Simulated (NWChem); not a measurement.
# C3H6F2 (1,3-difluoropropane) at B3LYP/def2-SVP

What is the electronic atomisation energy of C3H6F2 (1,3-difluoropropane) at B3LYP/def2-SVP? 

The results are computed with NWChem 7.3.0.

4 further runs of the same task are left out: 1 that didn't finish, 3 set aside as unsound or not needed.

### Step 1. The system as given

C3H6F2 has 11 atoms, charge 0, and is taken as a singlet. SMILES: `FCCCF`. The shape is that of a PBE0-D4/def2-TZVP optimisation. This is one conformer, not always the lowest.

Bond lengths: F1–C2 1.383 Å, C2–C3 1.509 Å, C3–C4 1.507 Å, C4–F5 1.386 Å, C2–H6 1.096 Å, C2–H7 1.093 Å, C3–H8 1.093 Å, C3–H9 1.095 Å, C4–H10 1.095 Å, C4–H11 1.093 Å. Some angles: F1–C2–C3 109.8°, C2–C3–C4 112.4°, C3–C4–F5 110.3°, F1–C2–H6 107.7°, F1–C2–H7 107.9°, C3–C2–H6 111.1°, C3–C2–H7 111.3°, C2–C3–H8 109.6°, C2–C3–H9 109.3°, C4–C3–H8 109.6°.

### Step 2. A single-point energy at B3LYP/def2-SVP (run 1)

c3h6f2.xyz

```xyz
11
C3H6F2 energy
F     -1.964400     1.432700    -0.107100
C     -0.715300     1.000700     0.300600
C     -0.375000    -0.298800    -0.387800
C      0.967500    -0.838200     0.034700
F      1.975600     0.040200    -0.331200
H     -0.744500     0.875300     1.388600
H      0.008000     1.781800     0.054100
H     -0.388200    -0.154300    -1.471600
H     -1.138100    -1.046200    -0.147100
H      1.026200    -0.968100     1.120800
H      1.173400    -1.798000    -0.445900
```

c3h6f2.nw

```
start c3h6f2
title "C3H6F2 energy"
memory 2200 mb
geometry noautosym nocenter noautoz
 load format xyz c3h6f2.xyz
end
basis spherical bse
 * library def2-SVP
end
dft
 xc b3lyp
 grid lebedev 50 8
 convergence energy 1e-08
 iterations 100
 mulliken
 noprint "final vectors analysis"
end
task dft
```

On the command line:

```bash
$ nwchem c3h6f2.nw > c3h6f2.out
```

Log (excerpt; [...] marks lines left out):

```text
[...]
          Wavefunction type:  closed shell.
          No. of atoms     :    11
          No. of electrons :    42
[...]
          Charge           :     0
          Spin multiplicity:     1
[...]
          AO basis - number of functions:   100
[...]
              XC Information
              --------------
                         B3LYP Method XC Potential
                     Hartree-Fock (Exact) Exchange  0.200
                        Slater Exchange Functional  0.800 local
                    Becke 1988 Exchange Functional  0.720 non-local
              Lee-Yang-Parr Correlation Functional  0.810
                  VWN I RPA Correlation Functional  0.190 local
[...]
 d= 0,ls=0.0,diis     1   -317.2732034069 -5.02D+02  1.53D-02  7.81D-01     1.7
[...]
 d= 0,ls=0.0,diis    10   -317.3629669633 -5.88D-10  7.05D-08  1.14D-10    13.4
         Total DFT energy =     -317.362966963295
      One electron energy =     -802.531348599250
           Coulomb energy =      340.146522630023
    Exchange-Corr. energy =      -39.481683274210
 Nuclear repulsion energy =      184.503542280142
[...]
      Total Density - Mulliken Population Analysis
     ---------------------------------------------
    Atom       Charge   Shell Charges
 -----------   ------   -------------------------------------------------------
    1 F    9     9.28   1.99  1.13  0.80  3.35  2.00  0.01
    2 C    6     5.72   1.99  0.93  0.09  2.04  0.60  0.07
    3 C    6     6.05   1.98  0.92  0.11  2.16  0.84  0.04
    4 C    6     5.73   1.99  0.93  0.09  2.04  0.61  0.07
    5 F    9     9.28   1.99  1.13  0.80  3.35  2.00  0.01
    6 H    1     1.00   0.77  0.21  0.02
    7 H    1     0.99   0.76  0.20  0.02
    8 H    1     0.97   0.75  0.20  0.02
    9 H    1     0.98   0.75  0.21  0.02
   10 H    1     1.00   0.77  0.21  0.02
[...]
```

Run time: 14 s. Hardware: 1 thread of Intel Xeon Platinum 8375C at 2.90GHz (Ice Lake), shared host; peak memory 0.11 GiB.

### Step 3. The C atom, same level (run 2)

mymol.xyz

```xyz
1

C      0.000000     0.000000     0.000000
```

mymol.nw

```
start mymol
memory 2200 mb

geometry noautosym nocenter noautoz
  load format xyz mymol.xyz
end

basis spherical bse
  * library def2-SVP
end

dft
  xc b3lyp
  mult 3
  grid lebedev 50 8
  convergence energy 1e-08
  iterations 100
  mulliken
  noprint "final vectors analysis"
end

task dft
```

On the command line:

```bash
$ nwchem mymol.nw > mymol.out
```

Log (excerpt; [...] marks lines left out):

```text
[...]
          Wavefunction type:  spin polarized.
          No. of atoms     :     1
          No. of electrons :     6
[...]
          Charge           :     0
          Spin multiplicity:     3
[...]
          AO basis - number of functions:    14
[...]
              XC Information
              --------------
                         B3LYP Method XC Potential
                     Hartree-Fock (Exact) Exchange  0.200
                        Slater Exchange Functional  0.800 local
                    Becke 1988 Exchange Functional  0.720 non-local
              Lee-Yang-Parr Correlation Functional  0.810
                  VWN I RPA Correlation Functional  0.190 local
[...]
 d= 0,ls=0.0,diis     1    -37.7811650133 -3.78D+01  2.89D-02  6.08D-02     0.1
[...]
 d= 0,ls=0.0,diis     6    -37.8140608427 -1.02D-09  1.24D-06  9.38D-12     0.2
[...]
         Total DFT energy =      -37.814060842700
      One electron energy =      -50.428291095771
           Coulomb energy =       17.850820452119
    Exchange-Corr. energy =       -5.236590199048
 Nuclear repulsion energy =        0.000000000000
[...]
      Total Density - Mulliken Population Analysis
     ---------------------------------------------
    Atom       Charge   Shell Charges
 -----------   ------   -------------------------------------------------------
    1 C    6     6.00   1.99  1.24  0.77  1.26  0.74  0.00
     --------------------------------------------
      Spin Density - Mulliken Population Analysis
     --------------------------------------------
    Atom       Charge   Shell Charges
 -----------   ------   -------------------------------------------------------
    1 C    6     2.00   0.00  0.07 -0.07  1.26  0.74 -0.00
[...]
      <S2> =      2.0026 (Exact =     2.0000)
[...]
```

Run time: 0.75 s. Hardware: 1 thread of Intel Xeon Platinum 8375C at 2.90GHz (Ice Lake), shared host; peak memory 0.1 GiB.

Run 3 isn't shown in full; the table further down has it.

### Step 4. The H atom, same level (run 4)

run.nw

```
start run
title "H energy"
memory 2200 mb
charge 0
geometry noautosym nocenter noautoz
 H      0.000000     0.000000     0.000000
end
basis spherical bse
 * library def2-SVP
end
dft
 xc b3lyp
 mult 2
 grid lebedev 50 8
 convergence energy 1e-08
 maxiter 100
 mulliken
 print low
end
task dft energy
```

On the command line:

```bash
$ nwchem run.nw > run.out
```

Log (excerpt; [...] marks lines left out):

```text
[...]
 d= 0,ls=0.0,diis     1     -0.5012512264 -5.01D-01  1.21D-03  1.05D-05     0.0
[...]
 d= 0,ls=0.0,diis     4     -0.5012588526 -8.23D-13  5.63D-09  2.16D-16     0.1
[...]
         Total DFT energy =       -0.501258852602
      One electron energy =       -0.499271450841
           Coulomb energy =        0.311465428983
    Exchange-Corr. energy =       -0.313452830744
 Nuclear repulsion energy =        0.000000000000
[...]
      Total Density - Mulliken Population Analysis
     ---------------------------------------------
    Atom       Charge   Shell Charges
 -----------   ------   -------------------------------------------------------
    1 H    1     1.00   0.54  0.46  0.00
     --------------------------------------------
      Spin Density - Mulliken Population Analysis
     --------------------------------------------
    Atom       Charge   Shell Charges
 -----------   ------   -------------------------------------------------------
    1 H    1     1.00   0.54  0.46  0.00
[...]
      <S2> =      0.7500 (Exact =     0.7500)
[...]
```

Run time: 0.64 s. Hardware: 1 thread of Intel Xeon Platinum 8375C at 2.90GHz (Ice Lake), shared host; peak memory 0.1 GiB.

### Step 5. All runs side by side

```
run            level  partner  energy (Eh)  wall time
  1   B3LYP/def2-SVP     base  -317.362967       14 s
  2  UB3LYP/def2-SVP    atoms   -37.814061     0.75 s
  3  UB3LYP/def2-SVP    atoms   -99.640472     0.69 s
  4  UB3LYP/def2-SVP    atoms    -0.501259     0.64 s
```

### Step 6. Results

At B3LYP/def2-SVP:

| quantity | value |
| --- | --- |
| H atom: total energy | -0.50126 Eh |
| H atom: ⟨S²⟩ | 0.750 |
| electronic atomisation energy | 44.417 eV |

What this shows: Taking the molecule apart into free atoms costs 44.42 eV (4286 kJ/mol), before zero-point energy and without spin-orbit coupling. All runs together took 16 s, the longest 14 s.
